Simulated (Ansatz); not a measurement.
# MoRu2: the cost of one run

Method: DFT PBE, scalar-relativistic, plane waves, PAW, in Ansatz 0.2.0.

### 1 The starting structure

It takes space group P-62m (No. 189, hexagonal). The conventional cell has a = 4.781 Å, b = 4.781 Å, c = 4.374 Å, α = 90.00°, β = 90.00°, γ = 120.00°. Mo (site symmetry -6) has 9 Ru at 2.71 to 2.76 Å and 3 Mo at 2.76 Å in its first shell of neighbours. Ru (site symmetry -62m) has 6 Ru at 2.70 Å and 6 Mo at 2.76 Å in its first shell of neighbours. Ru (site symmetry m2m) has 8 Ru at 2.70 to 2.77 Å and 4 Mo at 2.71 Å in its first shell of neighbours.

Structure file:

```
Mo Ru
1.0
     4.78110    0.00000    0.00000
    -2.39055    4.14055    0.00000
     0.00000    0.00000    4.37365
Mo Ru
2 4
Direct
  0.66667 0.33333 0.00000
  0.33333 0.66667 0.00000
  0.00000 0.00000 0.00000
  0.00000 0.33081 0.50000
  0.66919 0.66919 0.50000
  0.33081 0.00000 0.50000
```

The cell was relaxed beforehand at this level, from a generated guess; it needn't be the stable form of this composition. At a tolerance of 0.05 Å it has space group P-62m (No. 189); it has 14.43 Å³/atom, an uncorrected energy of +0.01 eV/atom over the elements.

### 2 Static run: bands, density of states and charges

input.yaml reads:

```yaml
crystal:
  lattice:
    - [4.7810990046, 0.0, 0.0]
    - [-2.3905495023, 4.140553196, 0.0]
    - [0.0, 0.0, 4.3736522]
  atoms:
    - { symbol: Mo, position: [0.6666666667, 0.3333333333, 0.0] }
    - { symbol: Mo, position: [0.3333333333, 0.6666666667, 0.0] }
    - { symbol: Ru, position: [0.0, 0.0, 0.0] }
    - { symbol: Ru, position: [0.0, 0.3308135, 0.5] }
    - { symbol: Ru, position: [0.6691865, 0.6691865, 0.5] }
    - { symbol: Ru, position: [0.3308135, 0.0, 0.5] }
basis:
  ecutwfc: 420
kpoints:
  mp_grid: { grid: [12, 12, 8] }
  band_path:
    path:
      - [[0.0, 0.0, 0.0], [0.5, 0.0, 0.0], [0.33333333, 0.33333333, 0.0], [0.0, 0.0, 0.0], [0.0, 0.0, 0.5], [0.5, 0.0, 0.5], [0.33333333, 0.33333333, 0.5], [0.0, 0.0, 0.5]]
      - [[0.5, 0.0, 0.5], [0.5, 0.0, 0.0]]
      - [[0.33333333, 0.33333333, 0.5], [0.33333333, 0.33333333, 0.0]]
    npoints: 14
hamiltonian:
  xc: pbe
scf:
  occupations: { method: gaussian, width: 0.1 }
  n_extra_bands: 15
output:
  forces: true
  stress: true
  eigenvalues: true
  populations: true
  dos: { projected: true, de: 0.02, nscf_kmesh: { grid: [15, 15, 10] } }
  bader: true
  write_density: true
  write_potential: true
  elf: true
  volumetric_format: npy
```

The run is started by

```console
ansatz run input.yaml --threads 4 --pin off --max-ram 8192MiB --backend cpu --events-out ev --progress --plain --runs-dir out
```

What time and memory should one allow on 4 threads of Intel Xeon Platinum 8375C at 2.90GHz (Ice Lake), shared host?

About 36 s, with a peak of 0.94 GiB.
